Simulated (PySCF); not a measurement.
**Ways to converge the SCF of ZnSi (triplet)**

Do solver options change the result for ZnSi (triplet), or only the number of cycles?

Program: PySCF 2.14.0. Level of theory: each script names its method and basis. These are calculated values, not measurements.

1 further run of the same task is left out (it didn't finish).

## (1) The starting structure

ZnSi (triplet): 2 atoms, charge 0, spin multiplicity 3.

Bond lengths: Zn1–Si2 2.075 Å.

## (2) Base script

File input.py:

```python
from pyscf import gto, scf, mp

mol = gto.M(
    atom='Zn 0 0 0; Si 0 0 2.075',
    basis='x2c-svpall',
    charge=0,
    spin=2,
    verbose=4,
)
mf = scf.UHF(mol)
mf = mf.sfx2c1e()
mf = mf.density_fit(auxbasis='def2-universal-jkfit')
mf.kernel()
mp.MP2(mf).kernel()
mf.dip_moment()
print('orbital energies (hartree):', [e[max(0, n-3):n+3].round(4) for e, n in zip(mf.mo_energy, mol.nelec)])
```

Command:

```bash
> python input.py
```

The log of this run is left out.

Base result: E(SCF) = -2083.269481 Eh, 15 cycles, E(MP2) − E(SCF) = -0.45544 Eh, ⟨S²⟩ = 2.069, μ = 3.51 D (of the SCF density).

The bond length is a typed value, not an optimised one. The triplet is typed in the script; nothing here shows that it is the ground state.

## (3) Smearing width 0.2 hartree

Variant 1 changes smearing width: none → 0.2 hartree; step after the SCF: mp2 → none.

Changes to input.py since step 2:

```diff
@@ -1,2 +1,2 @@
-from pyscf import gto, scf, mp
+from pyscf import gto, scf
 
@@ -12,4 +12,4 @@
 mf = mf.density_fit(auxbasis='def2-universal-jkfit')
+mf = scf.addons.smearing_(mf, sigma=0.2, method='fermi')
 mf.kernel()
-mp.MP2(mf).kernel()
 mf.dip_moment()
```

Command:

```bash
> python input.py
```

What it wrote:

```text
PySCF version 2.14.0

[INPUT] verbose = 4
[INPUT] num. atoms = 2
[INPUT] num. electrons = 44
[INPUT] charge = 0
[INPUT] spin (= nelec alpha-beta = 2S) = 2
[INPUT] symmetry False subgroup None
[INPUT] Mole.unit = angstrom
[INPUT] Symbol           X                Y                Z      unit          X                Y                Z       unit  Magmom
[INPUT]  1 Zn     0.000000000000   0.000000000000   0.000000000000 AA    0.000000000000   0.000000000000   0.000000000000 Bohr   0.0
[INPUT]  2 Si     0.000000000000   0.000000000000   2.075000000000 AA    0.000000000000   0.000000000000   3.921181708473 Bohr   0.0

nuclear repulsion = 107.110567993446
number of shells = 7
number of NR pGTOs = 114
number of NR cGTOs = 54
basis = x2c-svpall
ecp = {}

******** <class 'pyscf.scf.smearing.SmearingDFsfX2C1eUHF'> ********
method = SmearingDFsfX2C1eUHF
initial guess = minao
damping factor = 0
level_shift factor = 0
DIIS = <class 'pyscf.scf.diis.CDIIS'>
diis_start_cycle = 1
diis_space = 8
diis_damp = 0
SCF conv_tol = 1e-09
SCF conv_tol_grad = None
SCF max_cycles = 50
direct_scf = False
number electrons alpha = 23  beta = 21

******** <class 'pyscf.x2c.sfx2c1e.SpinFreeX2CHelper'> ********
approx = 1e
xuncontract = 1
Set gradient conv threshold to 3.16228e-05
******** <class 'pyscf.df.df.DF'> ********
auxbasis = def2-universal-jkfit
init E= -2083.47386317136
    sigma = 0.2  Optimized mu = -0.193931252744  entropy = 13.9709757376
    Total E(T) = -2081.5645850592  Free energy = -2084.35878020672  E0 = -2082.96168263296
cycle= 1 E= -2081.5645850592  delta_E= 1.91  |g|= 0.759  |ddm|= 2.56
    sigma = 0.2  Optimized mu = -0.314325126598  entropy = 11.8893962065
    Total E(T) = -2081.90485136957  Free energy = -2084.28273061086  E0 = -2083.09379099021
cycle= 2 E= -2081.90485136957  delta_E= -0.34  |g|= 0.95  |ddm|= 0.883
    sigma = 0.2  Optimized mu = -0.266607893507  entropy = 13.2479183181
    Total E(T) = -2081.84837179683  Free energy = -2084.49795546045  E0 = -2083.17316362864
cycle= 3 E= -2081.84837179683  delta_E= 0.0565  |g|= 0.105  |ddm|= 0.494
    sigma = 0.2  Optimized mu = -0.255409618997  entropy = 13.2827809496
    Total E(T) = -2081.84220859268  Free energy = -2084.4987647826  E0 = -2083.17048668764
cycle= 4 E= -2081.84220859268  delta_E= 0.00616  |g|= 0.0855  |ddm|= 0.157
    sigma = 0.2  Optimized mu = -0.254345534001  entropy = 13.3754755585
    Total E(T) = -2081.8254439123  Free energy = -2084.500539024  E0 = -2083.16299146815
cycle= 5 E= -2081.8254439123  delta_E= 0.0168  |g|= 0.00419  |ddm|= 0.0596
    sigma = 0.2  Optimized mu = -0.255047482728  entropy = 13.3736658881
    Total E(T) = -2081.82582080487  Free energy = -2084.50055398248  E0 = -2083.16318739368
cycle= 6 E= -2081.82582080487  delta_E= -0.000377  |g|= 0.000867  |ddm|= 0.00894
    sigma = 0.2  Optimized mu = -0.254870746714  entropy = 13.3752140188
    Total E(T) = -2081.82551125665  Free energy = -2084.50055406041  E0 = -2083.16303265853
cycle= 7 E= -2081.82551125665  delta_E= 0.00031  |g|= 0.000837  |ddm|= 0.00143
    sigma = 0.2  Optimized mu = -0.254882674641  entropy = 13.3742514586
    Total E(T) = -2081.82570394257  Free energy = -2084.5005542343  E0 = -2083.16312908843
cycle= 8 E= -2081.82570394257  delta_E= -0.000193  |g|= 0.000102  |ddm|= 0.000596
    sigma = 0.2  Optimized mu = -0.254886007945  entropy = 13.374285493
    Total E(T) = -2081.82569713837  Free energy = -2084.50055423697  E0 = -2083.16312568767
cycle= 9 E= -2081.82569713837  delta_E= 6.8e-06  |g|= 5.74e-06  |ddm|= 8.51e-05
    sigma = 0.2  Optimized mu = -0.254885696336  entropy = 13.3742963022
    Total E(T) = -2081.82569497655  Free energy = -2084.50055423699  E0 = -2083.16312460677
cycle= 10 E= -2081.82569497655  delta_E= 2.16e-06  |g|= 7.14e-07  |ddm|= 1.13e-05
    sigma = 0.2  Optimized mu = -0.254885733826  entropy = 13.3742975243
    Total E(T) = -2081.82569473214  Free energy = -2084.50055423699  E0 = -2083.16312448456
cycle= 11 E= -2081.82569473214  delta_E= 2.44e-07  |g|= 3.06e-07  |ddm|= 1.99e-06
    sigma = 0.2  Optimized mu = -0.254885729858  entropy = 13.3742972979
    Total E(T) = -2081.82569477741  Free energy = -2084.50055423699  E0 = -2083.1631245072
cycle= 12 E= -2081.82569477741  delta_E= -4.53e-08  |g|= 3.16e-08  |ddm|= 2.42e-07
    sigma = 0.2  Optimized mu = -0.254885730498  entropy = 13.3742973043
    Total E(T) = -2081.82569477613  Free energy = -2084.50055423699  E0 = -2083.16312450656
cycle= 13 E= -2081.82569477613  delta_E= 1.27e-09  |g|= 4.23e-08  |ddm|= 2.85e-08
    sigma = 0.2  Optimized mu = -0.254885729905  entropy = 13.3742972903
    Total E(T) = -2081.82569477893  Free energy = -2084.50055423699  E0 = -2083.16312450796
cycle= 14 E= -2081.82569477893  delta_E= -2.8e-09  |g|= 3.28e-08  |ddm|= 1.01e-08
    sigma = 0.2  Optimized mu = -0.254885728122  entropy = 13.3742972732
    Total E(T) = -2081.82569478235  Free energy = -2084.50055423699  E0 = -2083.16312450967
cycle= 15 E= -2081.82569478235  delta_E= -3.41e-09  |g|= 2.3e-08  |ddm|= 4.59e-08
    sigma = 0.2  Optimized mu = -0.254885728833  entropy = 13.3742972642
    Total E(T) = -2081.82569478416  Free energy = -2084.50055423699  E0 = -2083.16312451057
cycle= 16 E= -2081.82569478416  delta_E= -1.81e-09  |g|= 2.39e-08  |ddm|= 6.63e-09
    sigma = 0.2  Optimized mu = -0.254885727879  entropy = 13.3742972796
    Total E(T) = -2081.82569478108  Free energy = -2084.50055423699  E0 = -2083.16312450903
cycle= 17 E= -2081.82569478108  delta_E= 3.08e-09  |g|= 8.29e-09  |ddm|= 2.4e-08
    sigma = 0.2  Optimized mu = -0.254885727899  entropy = 13.374297281
    Total E(T) = -2081.82569478079  Free energy = -2084.50055423699  E0 = -2083.16312450889
cycle= 18 E= -2081.82569478079  delta_E= 2.94e-10  |g|= 5.26e-09  |ddm|= 4.28e-09
    sigma = 0.2  Optimized mu = -0.254885728809  entropy = 13.3742972645
    Total E(T) = -2081.82569478408  Free energy = -2084.50055423699  E0 = -2083.16312451054
Extra cycle  E= -2081.82569478408  delta_E= -3.3e-09  |g|= 4.59e-09  |ddm|= 1.03e-08
converged SCF energy = -2081.82569478408  <S^2> = 7.1054274e-15  2S+1 = 1
Dipole moment(X, Y, Z, Debye):  0.00000, -0.00000,  1.55322
orbital energies (hartree): [array([-0.262 , -0.1371, -0.1371, -0.0633,  0.1312,  0.1312]), array([-0.9316, -0.6011, -0.262 , -0.1371, -0.1371, -0.0633])]
```

Run time: 2.4 s. Hardware: 1 thread, shared host.

The smearing width (0.2 hartree) was meant as a poor choice, so the numbers below may not describe ZnSi (triplet) as the base run means it. Outcome: E(SCF) = -2081.825695 Eh, ⟨S²⟩ = 0.000, μ = 1.55 D (reversed against the base).

Smearing with one chemical potential does not keep the typed spin. The energy is that at the smeared occupations, without the entropy term. Smearing with one chemical potential need not keep the typed spin, and ⟨S²⟩ has no meaning at fractional occupations. Both spins end with the same levels: the smearing has lost the typed open shell.

## (4) Damping 0.8

Variant 2 changes damping: none → 0.8.

Changes to input.py since step 2:

```diff
@@ -12,2 +12,4 @@
 mf = mf.density_fit(auxbasis='def2-universal-jkfit')
+mf.damp = 0.8
+mf.diis_start_cycle = 8
 mf.kernel()
```

Command:

```bash
> python input.py
```

What it wrote:

```text
PySCF version 2.14.0

[INPUT] verbose = 4
[INPUT] num. atoms = 2
[INPUT] num. electrons = 44
[INPUT] charge = 0
[INPUT] spin (= nelec alpha-beta = 2S) = 2
[INPUT] symmetry False subgroup None
[INPUT] Mole.unit = angstrom
[INPUT] Symbol           X                Y                Z      unit          X                Y                Z       unit  Magmom
[INPUT]  1 Zn     0.000000000000   0.000000000000   0.000000000000 AA    0.000000000000   0.000000000000   0.000000000000 Bohr   0.0
[INPUT]  2 Si     0.000000000000   0.000000000000   2.075000000000 AA    0.000000000000   0.000000000000   3.921181708473 Bohr   0.0

nuclear repulsion = 107.110567993446
number of shells = 7
number of NR pGTOs = 114
number of NR cGTOs = 54
basis = x2c-svpall
ecp = {}

******** <class 'pyscf.df.df_jk.DFsfX2C1eUHF'> ********
method = DFsfX2C1eUHF
initial guess = minao
damping factor = 0.8
level_shift factor = 0
DIIS = <class 'pyscf.scf.diis.CDIIS'>
diis_start_cycle = 8
diis_space = 8
diis_damp = 0
SCF conv_tol = 1e-09
SCF conv_tol_grad = None
SCF max_cycles = 50
direct_scf = False
number electrons alpha = 23  beta = 21

******** <class 'pyscf.x2c.sfx2c1e.SpinFreeX2CHelper'> ********
approx = 1e
xuncontract = 1
Set gradient conv threshold to 3.16228e-05
******** <class 'pyscf.df.df.DF'> ********
auxbasis = def2-universal-jkfit
init E= -2083.47386317136
[... the frontier-level lines of each cycle are left out ...]

cycle= 1 E= -2083.25142334163  delta_E= 0.222  |g|= 0.168  |ddm|= 1.19
cycle= 2 E= -2083.2589623658  delta_E= -0.00754  |g|= 0.114  |ddm|= 0.0813
cycle= 3 E= -2083.26284086201  delta_E= -0.00388  |g|= 0.082  |ddm|= 0.0588
cycle= 4 E= -2083.26508397464  delta_E= -0.00224  |g|= 0.0628  |ddm|= 0.0447
cycle= 5 E= -2083.26650881883  delta_E= -0.00142  |g|= 0.0505  |ddm|= 0.0354
cycle= 6 E= -2083.26747973016  delta_E= -0.000971  |g|= 0.042  |ddm|= 0.0289
cycle= 7 E= -2083.26817567119  delta_E= -0.000696  |g|= 0.0357  |ddm|= 0.0241
cycle= 8 E= -2083.27003524141  delta_E= -0.00186  |g|= 0.016  |ddm|= 0.102
cycle= 9 E= -2083.27053913243  delta_E= -0.000504  |g|= 0.0106  |ddm|= 0.0451
cycle= 10 E= -2083.27078588853  delta_E= -0.000247  |g|= 0.00802  |ddm|= 0.0246
cycle= 11 E= -2083.27112699541  delta_E= -0.000341  |g|= 0.00725  |ddm|= 0.0359
cycle= 12 E= -2083.27122589535  delta_E= -9.89e-05  |g|= 0.00736  |ddm|= 0.0107
cycle= 13 E= -2083.27048858164  delta_E= 0.000737  |g|= 0.00611  |ddm|= 0.0936
cycle= 14 E= -2083.26957461399  delta_E= 0.000914  |g|= 0.00294  |ddm|= 0.222
cycle= 15 E= -2083.2694963637  delta_E= 7.83e-05  |g|= 0.00171  |ddm|= 0.0615
cycle= 16 E= -2083.26948057497  delta_E= 1.58e-05  |g|= 0.000641  |ddm|= 0.0451
cycle= 17 E= -2083.26948083221  delta_E= -2.57e-07  |g|= 0.000132  |ddm|= 0.0126
cycle= 18 E= -2083.26948071743  delta_E= 1.15e-07  |g|= 3.83e-05  |ddm|= 0.00363
cycle= 19 E= -2083.26948071754  delta_E= -1.1e-10  |g|= 1.66e-05  |ddm|= 0.000912
Extra cycle  E= -2083.26948071799  delta_E= -4.46e-10  |g|= 8.07e-06  |ddm|= 4.31e-05
converged SCF energy = -2083.26948071799  <S^2> = 2.0691079  2S+1 = 3.0457235

******** <class 'pyscf.mp.dfump2.DFUMP2'> ********
nocc = (np.int64(23), np.int64(21)), nmo = (54, 54)
E(DFUMP2) = -2083.7249325191  E_corr = -0.45545180110999
E(SCS-DFUMP2) = -2083.68008762083  E_corr = -0.410606902841515
E_corr(same-spin) = -0.156848375181315
E_corr(oppo-spin) = -0.298603425928675
Dipole moment(X, Y, Z, Debye):  0.00000,  0.00000, -3.51359
orbital energies (hartree): [array([-0.3157, -0.2837, -0.2837,  0.0033,  0.1667,  0.1667]), array([-0.8151, -0.5108, -0.2951,  0.0141,  0.0644,  0.0644])]
```

It took 1.9 s on 1 thread, shared host.

Outcome: E(SCF) = -2083.269481 Eh (no change), 19 cycles, E(MP2) − E(SCF) = -0.45545 Eh, ⟨S²⟩ = 2.069, μ = 3.51 D (of the SCF density).

The script also starts DIIS later, which adds to the count of cycles.

## (5) Second-order solver on

Variant 3 changes second-order solver: off → on.

Changes to input.py since step 2:

```diff
@@ -12,2 +12,3 @@
 mf = mf.density_fit(auxbasis='def2-universal-jkfit')
+mf = mf.newton()
 mf.kernel()
```

Command:

```bash
> python input.py
```

What it wrote:

```text
PySCF version 2.14.0

[INPUT] verbose = 4
[INPUT] num. atoms = 2
[INPUT] num. electrons = 44
[INPUT] charge = 0
[INPUT] spin (= nelec alpha-beta = 2S) = 2
[INPUT] symmetry False subgroup None
[INPUT] Mole.unit = angstrom
[INPUT] Symbol           X                Y                Z      unit          X                Y                Z       unit  Magmom
[INPUT]  1 Zn     0.000000000000   0.000000000000   0.000000000000 AA    0.000000000000   0.000000000000   0.000000000000 Bohr   0.0
[INPUT]  2 Si     0.000000000000   0.000000000000   2.075000000000 AA    0.000000000000   0.000000000000   3.921181708473 Bohr   0.0

nuclear repulsion = 107.110567993446
number of shells = 7
number of NR pGTOs = 114
number of NR cGTOs = 54
basis = x2c-svpall
ecp = {}

******** <class 'pyscf.soscf.newton_ah.SecondOrderDFsfX2C1eUHF'> ********
method = SecondOrderDFsfX2C1eUHF
initial guess = minao
damping factor = 0
level_shift factor = 0
DIIS = <class 'pyscf.scf.diis.CDIIS'>
diis_start_cycle = 1
diis_space = 8
diis_damp = 0
SCF conv_tol = 1e-09
SCF conv_tol_grad = None
SCF max_cycles = 50
direct_scf = False
number electrons alpha = 23  beta = 21

******** <class 'pyscf.x2c.sfx2c1e.SpinFreeX2CHelper'> ********
approx = 1e
xuncontract = 1
******** <class 'pyscf.df.df_jk.DFsfX2C1eUHF'> Newton solver flags ********
SCF tol = 1e-09
conv_tol_grad = None
max. SCF cycles = 50
direct_scf = False
max_cycle_inner = 12
max_stepsize = 0.05
ah_start_tol = 1e+09
ah_level_shift = 0
ah_conv_tol = 1e-12
ah_lindep = 1e-14
ah_start_cycle = 1
ah_max_cycle = 40
ah_grad_trust_region = 2.5
kf_interval = 4
kf_trust_region = 5
canonicalization = True
Set conv_tol_grad to 3.16228e-05
******** <class 'pyscf.df.df.DF'> ********
auxbasis = def2-universal-jkfit
[... the frontier-level lines of each cycle are left out ...]

Initial guess E= -2083.25142334163  |g|= 0.168401
macro= 0  E= -2083.27620327666  delta_E= -0.0247799  |g|= 0.0267403  4 KF 16 JK
macro= 1  E= -2083.27685529995  delta_E= -0.000652023  |g|= 0.0118819  2 KF 8 JK
macro= 2  E= -2083.2777189302  delta_E= -0.00086363  |g|= 0.0015506  3 KF 11 JK
macro= 3  E= -2083.27772018324  delta_E= -1.25304e-06  |g|= 3.65934e-05  2 KF 10 JK
macro= 4  E= -2083.27772018324  delta_E= -2.27374e-12  |g|= 2.87157e-06  1 KF 2 JK
Canonicalize SCF orbitals
macro X = 5  E=-2083.27772018324  |g|= 2.87157e-06  total 13 KF 53 JK
converged SCF energy = -2083.27772018324  <S^2> = 2.5189654  2S+1 = 3.3280417

******** <class 'pyscf.mp.dfump2.DFUMP2'> ********
nocc = (np.int64(23), np.int64(21)), nmo = (54, 54)
E(DFUMP2) = -2083.72141931878  E_corr = -0.443699135542585
E(SCS-DFUMP2) = -2083.6748720786  E_corr = -0.397151895364698
E_corr(same-spin) = -0.156100462253543
E_corr(oppo-spin) = -0.287598673289042
Dipole moment(X, Y, Z, Debye):  0.00000, -0.00000, -2.07594
orbital energies (hartree): [array([-0.3579, -0.2944, -0.2944,  0.0242,  0.1855,  0.1855]), array([-0.8186, -0.4945, -0.2921,  0.0342,  0.0594,  0.0594])]
```

Run time: 3.9 s. Hardware: 1 thread, shared host.

Outcome: E(SCF) = -2083.277720 Eh (-0.2242 eV from the base), 5 macro-iterations, E(MP2) − E(SCF) = -0.44370 Eh, ⟨S²⟩ = 2.519, μ = 2.08 D (of the SCF density).

⟨S²⟩ = 2.52 against 2.00 for a pure state: the determinant is spin-contaminated.

## (6) Comparison

```tsv
run	E(SCF) (hartree)	from base (eV)	cycles	gap, α spin (eV)	SCF dipole (D)	after the SCF
base	-2083.269481	0	15	7.81	3.51	MP2 correlation -12.393 eV
smearing width 0.2 hartree (poor choice)	-2081.825695	not comparable	18	n/a	1.55	n/a
damping 0.8	-2083.269481	0.0000	19	7.81	3.51	MP2 correlation -12.393 eV
second-order solver on	-2083.277720	-0.2242	5 macro	8.67	2.08	MP2 correlation -12.074 eV
```

Wall time on 1 thread, shared host, start-up included: base 1.7 s; smearing width 0.2 hartree (poor choice) 2.4 s; damping 0.8 1.9 s; second-order solver on 3.9 s.

Distance from each run's final energy (log10 hartree) by cycle:

```tsv
run	cycle 1	cycle 2	cycle 3	cycle 5	cycle 8	cycle 12
base	-1.7	-2.3	-4.3	-2.9	-3.1	-7.5
smearing width 0.2 hartree (poor choice)	-0.6	-1.1	-1.6	-3.6	-5.0	-8.2
damping 0.8	-1.7	-2.0	-2.2	-2.5	-3.3	-2.8
second-order solver on	-2.8	-3.1	-5.9	< -11	done	done
```

What this shows: With damping 0.8 the SCF ends at the base energy. With second-order solver on the SCF ends in another solution, 0.22 eV lower: the path to self-consistency decides the state here. The base needs 15 cycles and the run with damping 0.8 needs 19. Rows marked «poor choice» come from settings spoiled on purpose.
